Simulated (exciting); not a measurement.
# WAu (F-43m) in exciting: equation of state

How stiff is WAu in PBEsol, and what volume does it want? The cell is scaled to several volumes.

Everything below comes from runs of exciting (release sodium). Logs are shortened: lines on timing, memory, paths and dates and some standing lists are left out, and cuts for length are marked.

### Step 1. Starting point

It takes space group F-43m (No. 216, cubic). The conventional cell has a = 5.496 Å, b = 5.496 Å, c = 5.496 Å, α = 90.00°, β = 90.00°, γ = 90.00°. W (site symmetry -43m) has 4 Au at 2.38 Å as nearest neighbours. Au (site symmetry -43m) has 4 W at 2.38 Å as nearest neighbours.

The cell was built by a generator and needn't be a form met in nature.

### Step 2. Equation of state, PBEsol, 19.51 Å³/atom (volume scaled by 0.94)

input.xml

```xml
<input>
  <title>WAu</title>
  <structure speciespath="./" tshift="false">
    <crystal scale="1">
      <basevect>0.000000000000 5.086920325814 5.086920325814</basevect>
      <basevect>5.086920325814 0.000000000000 5.086920325814</basevect>
      <basevect>5.086920325814 5.086920325814 0.000000000000</basevect>
    </crystal>
    <species speciesfile="W.xml" rmt="2.17">
      <atom coord="0.000000000000 0.000000000000 0.000000000000"/>
    </species>
    <species speciesfile="Au.xml" rmt="2.17">
      <atom coord="0.750000000000 0.750000000000 0.750000000000"/>
    </species>
  </structure>
  <groundstate do="fromscratch" ngridk="8 8 8" rgkmax="9" gmaxvr="14" lmaxapw="10" lmaxmat="10" lmaxvr="8" xctype="GGA_PBE_SOL" stype="Fermi Dirac" swidth="0.00183747" nempty="18" ValenceRelativity="iora*" epsengy="1e-05" epspot="1e-05" maxscl="60" outputlevel="normal"/>
</input>
```

Potentials or basis: all-electron LAPW+lo, shipped species files, valence relativity iora*.

The run is started by

```bash
OMP_NUM_THREADS=1 exciting_smp
```

INFO.OUT:

```text
================================================================================
EXCITING SODIUM started
[... 10 lines left out ...]

 Lattice vectors (cartesian) :
      0.0000000000      5.0869203258      5.0869203258
      5.0869203258      0.0000000000      5.0869203258
      5.0869203258      5.0869203258      0.0000000000

 Reciprocal lattice vectors (cartesian) :
     -0.6175824374      0.6175824374      0.6175824374
      0.6175824374     -0.6175824374      0.6175824374
      0.6175824374      0.6175824374     -0.6175824374

 Unit cell volume                           :     263.2660165543
 Brillouin zone volume                      :       0.9422036945

 Species :    1 (W)
     parameters loaded from                 :    W.xml
     name                                   :    tungsten
     nuclear charge                         :     -74.00000000
     electronic charge                      :      74.00000000
     atomic mass                            :  335119.81910000
     muffin-tin radius                      :       2.17000000
     # of radial points in muffin-tin       :     450

     atomic positions (lattice) :
       1 :   0.00000000  0.00000000  0.00000000

 Species :    2 (Au)
     parameters loaded from                 :    Au.xml
     name                                   :    gold
     nuclear charge                         :     -79.00000000
     electronic charge                      :      79.00000000
     atomic mass                            :  359048.05590000
     muffin-tin radius                      :       2.17000000
     # of radial points in muffin-tin       :     450

     atomic positions (lattice) :
       1 :   0.75000000  0.75000000  0.75000000

 Total number of atoms per unit cell        :       2

 Spin treatment                             :    spin-unpolarised

 Number of Bravais lattice symmetries       :      48
 Number of crystal symmetries               :      24

 k-point grid                               :       8    8    8
 Total number of k-points                   :      43
 k-point set is reduced with crystal symmetries

 R^MT_min * |G+k|_max (rgkmax)              :       9.00000000
 Species with R^MT_min                      :       1 (W)
 Maximum |G+k| for APW functions            :       4.14746544
 Maximum |G| for potential and density      :      14.00000000

 G-vector grid sizes                        :      36    36    36
 Total number of G-vectors                  :   12051

 Maximum angular momentum used for
     APW functions                          :      10
     computing H and O matrix elements      :      10
     potential and density                  :       8
     inner part of muffin-tin               :       2

 Total nuclear charge                       :    -153.00000000
 Total electronic charge                    :     153.00000000
 Total core charge                          :      94.00000000
 Total valence charge                       :      59.00000000

 Number of empty states                     :      18
 Total number of valence states             :      48

 Maximum Hamiltonian size                   :     385
 Maximum number of plane-waves              :     332
 Total number of local-orbitals             :      53

 Exchange-correlation type                  :      22
[... 23 lines left out ...]
+ SCF iteration number :    1                                                  +
++++++++++++++++++++++++++++++++++++++++++++++++++++++++++++++++++++++++++++++++
 Total energy                               :    -35164.96248767
 _______________________________________________________________
 Fermi energy                               :         0.43007603
 Kinetic energy                             :     40112.79458117
 Coulomb energy                             :    -74597.55454258
 Exchange energy                            :      -669.72140854
 Correlation energy                         :       -10.48111772

 DOS at Fermi energy (states/Ha/cell)       :        65.44153993

 Electron charges :
     core                                   :        94.00000000
     core leakage                           :         0.00319049
     valence                                :        59.00000000
     interstitial                           :         5.73203998
     charge in muffin-tin spheres :
                  atom     1     W          :        71.47150747
                  atom     2    Au          :        75.79645255
     total charge in muffin-tins            :       147.26796002
     total charge                           :       153.00000000

++++++++++++++++++++++++++++++++++++++++++++++++++++++++++++++++++++++++++++++++
+ SCF iteration number :    2                                                  +
++++++++++++++++++++++++++++++++++++++++++++++++++++++++++++++++++++++++++++++++
 Total energy                               :    -35195.97123028
 _______________________________________________________________
 Fermi energy                               :         0.43131501
 Kinetic energy                             :     40094.01749890
 Coulomb energy                             :    -74609.23512670
 Exchange energy                            :      -670.26735262
 Correlation energy                         :       -10.48624985

 DOS at Fermi energy (states/Ha/cell)       :        50.03612060

 Electron charges :
     core                                   :        94.00000000
     core leakage                           :         0.00293859
     valence                                :        59.00000000
     interstitial                           :         5.51241043
     charge in muffin-tin spheres :
                  atom     1     W          :        70.90925171
                  atom     2    Au          :        76.57833787
     total charge in muffin-tins            :       147.48758957
     total charge                           :       153.00000000

 RMS change in effective potential (target) :  0.578995E-01  ( 0.100000E-04)
 Absolute change in total energy   (target) :   31.0087      ( 0.100000E-04)
 Charge distance                   (target) :  0.105587E-01  ( 0.100000E-04)

++++++++++++++++++++++++++++++++++++++++++++++++++++++++++++++++++++++++++++++++
+ SCF iteration number :    3                                                  +
++++++++++++++++++++++++++++++++++++++++++++++++++++++++++++++++++++++++++++++++
 Total energy                               :    -35199.58872775
 _______________________________________________________________
 Fermi energy                               :         0.42764510
 Kinetic energy                             :     40091.73027483
 Coulomb energy                             :    -74610.49840123
 Exchange energy                            :      -670.33383652
 Correlation energy                         :       -10.48676483

 DOS at Fermi energy (states/Ha/cell)       :        48.97283035

 Electron charges :
     core                                   :        94.00000000
     core leakage                           :         0.00293410
     valence                                :        59.00000000
     interstitial                           :         5.48037632
     charge in muffin-tin spheres :
                  atom     1     W          :        70.96552505
                  atom     2    Au          :        76.55409863
     total charge in muffin-tins            :       147.51962368
     total charge                           :       153.00000000
[... 352 lines left out ...]
 DOS at Fermi energy (states/Ha/cell)       :        48.54102389

 Electron charges :
     core                                   :        94.00000000
     core leakage                           :         0.00290890
     valence                                :        59.00000000
     interstitial                           :         5.42131786
     charge in muffin-tin spheres :
                  atom     1     W          :        71.02873439
                  atom     2    Au          :        76.54994775
     total charge in muffin-tins            :       147.57868214
     total charge                           :       153.00000000

 RMS change in effective potential (target) :  0.325624E-08  ( 0.100000E-04)
 Absolute change in total energy   (target) :  0.423396E-05  ( 0.100000E-04)
 Charge distance                   (target) :  0.151303E-08  ( 0.100000E-04)

++++++++++++++++++++++++++++++++++++++++++++++++++++++++++++++++++++++++++++++++
+ SCF iteration number :   17                                                  +
++++++++++++++++++++++++++++++++++++++++++++++++++++++++++++++++++++++++++++++++
 Total energy                               :    -35203.87336034
 _______________________________________________________________
 Fermi energy                               :         0.41868234
 Kinetic energy                             :     40087.48629549
 Coulomb energy                             :    -74610.49241155
 Exchange energy                            :      -670.37998278
 Correlation energy                         :       -10.48726150

 DOS at Fermi energy (states/Ha/cell)       :        48.54103865

 Electron charges :
     core                                   :        94.00000000
     core leakage                           :         0.00290890
     valence                                :        59.00000000
     interstitial                           :         5.42131789
     charge in muffin-tin spheres :
                  atom     1     W          :        71.02873437
                  atom     2    Au          :        76.54994774
     total charge in muffin-tins            :       147.57868211
     total charge                           :       153.00000000

 RMS change in effective potential (target) :  0.415882E-08  ( 0.100000E-04)
 Absolute change in total energy   (target) :  0.187050E-06  ( 0.100000E-04)
 Charge distance                   (target) :  0.699218E-09  ( 0.100000E-04)

++++++++++++++++++++++++++++++++++++++++++++++++++++++++++++++++++++++++++++++++
| Convergency criteria checked for the last 2 iterations                       +
| Convergence targets achieved. Performing final SCF iteration                 +
++++++++++++++++++++++++++++++++++++++++++++++++++++++++++++++++++++++++++++++++
 Total energy                               :    -35203.87336071
 _______________________________________________________________
 Fermi energy                               :         0.41868233
 Kinetic energy                             :     40087.48629578
 Coulomb energy                             :    -74610.49241220
 Exchange energy                            :      -670.37998279
 Correlation energy                         :       -10.48726150

 DOS at Fermi energy (states/Ha/cell)       :        48.54107047

 Electron charges :
     core                                   :        94.00000000
     core leakage                           :         0.00290890
     valence                                :        59.00000000
     interstitial                           :         5.42131795
     charge in muffin-tin spheres :
                  atom     1     W          :        71.02873431
                  atom     2    Au          :        76.54994774
     total charge in muffin-tins            :       147.57868205
     total charge                           :       153.00000000

++++++++++++++++++++++++++++++++++++++++++++++++++++++++++++++++++++++++++++++++
[... 9 lines left out ...]
| EXCITING SODIUM stopped                                                      =
================================================================================
```

It took 5.4 min on 1 thread of Intel Xeon at 2.50GHz (Skylake/Cascade Lake), shared host; peak memory 0.14 GiB.

Results:

```yaml
Free_energy: -957946.2110 eV
Band_gap_on_the_k_mesh: none (metal or under the smearing width)
All_electrons_inside_the_program's_atomic_spheres: W 71.03; Au 76.55 (radii W 2.17, Au 2.17 bohr)
```

Caveat: the log's total energy holds no entropy term; the free energy is that total less TS from the occupations; the basis of Au and Ba changes in steps between geometries, so energy differences can be off by several meV.

### Step 3. Equation of state, PBEsol, 19.92 Å³/atom (volume scaled by 0.96)

Changes to input.xml since step 2:

```diff
@@ -4,5 +4,5 @@
     <crystal scale="1">
-      <basevect>0.000000000000 5.086920325814 5.086920325814</basevect>
-      <basevect>5.086920325814 0.000000000000 5.086920325814</basevect>
-      <basevect>5.086920325814 5.086920325814 0.000000000000</basevect>
+      <basevect>0.000000000000 5.122744888757 5.122744888757</basevect>
+      <basevect>5.122744888757 0.000000000000 5.122744888757</basevect>
+      <basevect>5.122744888757 5.122744888757 0.000000000000</basevect>
     </crystal>
```

Potentials or basis: all-electron LAPW+lo, shipped species files, valence relativity iora*.

The run is started by

```bash
OMP_NUM_THREADS=1 exciting_smp
```

Wall time 5.9 min (1 thread of Intel Xeon at 2.50GHz (Skylake/Cascade Lake), shared host); peak memory 0.15 GiB.

The run converged. Its results:

- Free energy: -957946.4232 eV
- Band gap on the k mesh: none (metal or under the smearing width)
- All electrons inside the program's atomic spheres: W 70.99; Au 76.52 (radii W 2.17, Au 2.17 bohr)

Caveat: the log's total energy holds no entropy term; the free energy is that total less TS from the occupations; the basis of Au and Ba changes in steps between geometries, so energy differences can be off by several meV.

### Step 4. Equation of state, PBEsol, 20.34 Å³/atom (volume scaled by 0.98)

Changes to input.xml since step 3:

```diff
@@ -4,5 +4,5 @@
     <crystal scale="1">
-      <basevect>0.000000000000 5.122744888757 5.122744888757</basevect>
-      <basevect>5.122744888757 0.000000000000 5.122744888757</basevect>
-      <basevect>5.122744888757 5.122744888757 0.000000000000</basevect>
+      <basevect>0.000000000000 5.158075280382 5.158075280382</basevect>
+      <basevect>5.158075280382 0.000000000000 5.158075280382</basevect>
+      <basevect>5.158075280382 5.158075280382 0.000000000000</basevect>
     </crystal>
```

The run is started by

```bash
OMP_NUM_THREADS=1 exciting_smp
```

Run time: 6.6 min. Hardware: 1 thread of Intel Xeon at 2.50GHz (Skylake/Cascade Lake), shared host; peak memory 0.15 GiB.

Results (log left out):

```yaml
Free_energy: -957946.6026 eV
Band_gap_on_the_k_mesh: none (metal or under the smearing width)
All_electrons_inside_the_program's_atomic_spheres: W 70.96; Au 76.50 (radii W 2.17, Au 2.17 bohr)
```

Caveat: the log's total energy holds no entropy term; the free energy is that total less TS from the occupations; the basis of Au and Ba changes in steps between geometries, so energy differences can be off by several meV.

### Step 5. Equation of state, PBEsol, 20.75 Å³/atom

Changes to input.xml since step 4:

```diff
@@ -4,5 +4,5 @@
     <crystal scale="1">
-      <basevect>0.000000000000 5.158075280382 5.158075280382</basevect>
-      <basevect>5.158075280382 0.000000000000 5.158075280382</basevect>
-      <basevect>5.158075280382 5.158075280382 0.000000000000</basevect>
+      <basevect>0.000000000000 5.192928197552 5.192928197552</basevect>
+      <basevect>5.192928197552 0.000000000000 5.192928197552</basevect>
+      <basevect>5.192928197552 5.192928197552 0.000000000000</basevect>
     </crystal>
```

The run is started by

```bash
OMP_NUM_THREADS=1 exciting_smp
```

Run time: 5.3 min. Hardware: 1 thread of Intel Xeon at 2.50GHz (Skylake/Cascade Lake), shared host; peak memory 0.15 GiB.

It converged, with:

```yaml
Free_energy: -957946.7511 eV
Band_gap_on_the_k_mesh: none (metal or under the smearing width)
All_electrons_inside_the_program's_atomic_spheres: W 70.93; Au 76.48 (radii W 2.17, Au 2.17 bohr)
```

Caveat: the log's total energy holds no entropy term; the free energy is that total less TS from the occupations; the basis of Au and Ba changes in steps between geometries, so energy differences can be off by several meV.

### Step 6. Equation of state, PBEsol, 21.17 Å³/atom (volume scaled by 1.02)

Changes to input.xml since step 5:

```diff
@@ -4,5 +4,5 @@
     <crystal scale="1">
-      <basevect>0.000000000000 5.192928197552 5.192928197552</basevect>
-      <basevect>5.192928197552 0.000000000000 5.192928197552</basevect>
-      <basevect>5.192928197552 5.192928197552 0.000000000000</basevect>
+      <basevect>0.000000000000 5.227319452740 5.227319452740</basevect>
+      <basevect>5.227319452740 0.000000000000 5.227319452740</basevect>
+      <basevect>5.227319452740 5.227319452740 0.000000000000</basevect>
     </crystal>
```

Potentials or basis: all-electron LAPW+lo, shipped species files, valence relativity iora*.

The run is started by

```bash
OMP_NUM_THREADS=1 exciting_smp
```

It took 5.4 min on 1 thread of Intel Xeon at 2.50GHz (Skylake/Cascade Lake), shared host; peak memory 0.15 GiB.

It converged, with:

- Free energy: -957946.8757 eV
- Band gap on the k mesh: none (metal or under the smearing width)
- All electrons inside the program's atomic spheres: W 70.90; Au 76.46 (radii W 2.17, Au 2.17 bohr)

Caveat: the log's total energy holds no entropy term; the free energy is that total less TS from the occupations; the basis of Au and Ba changes in steps between geometries, so energy differences can be off by several meV.

### Step 7. Equation of state, PBEsol, 21.58 Å³/atom (volume scaled by 1.04)

Changes to input.xml since step 6:

```diff
@@ -4,5 +4,5 @@
     <crystal scale="1">
-      <basevect>0.000000000000 5.227319452740 5.227319452740</basevect>
-      <basevect>5.227319452740 0.000000000000 5.227319452740</basevect>
-      <basevect>5.227319452740 5.227319452740 0.000000000000</basevect>
+      <basevect>0.000000000000 5.261264036766 5.261264036766</basevect>
+      <basevect>5.261264036766 0.000000000000 5.261264036766</basevect>
+      <basevect>5.261264036766 5.261264036766 0.000000000000</basevect>
     </crystal>
```

The run is started by

```bash
OMP_NUM_THREADS=1 exciting_smp
```

Wall time 5.5 min (1 thread of Intel Xeon at 2.50GHz (Skylake/Cascade Lake), shared host); peak memory 0.15 GiB.

It converged, with:

```yaml
Free_energy: -957946.9814 eV
Band_gap_on_the_k_mesh: none (metal or under the smearing width)
All_electrons_inside_the_program's_atomic_spheres: W 70.87; Au 76.44 (radii W 2.17, Au 2.17 bohr)
```

Caveat: the log's total energy holds no entropy term; the free energy is that total less TS from the occupations; the basis of Au and Ba changes in steps between geometries, so energy differences can be off by several meV.

(Continued in part 2 of 2.)
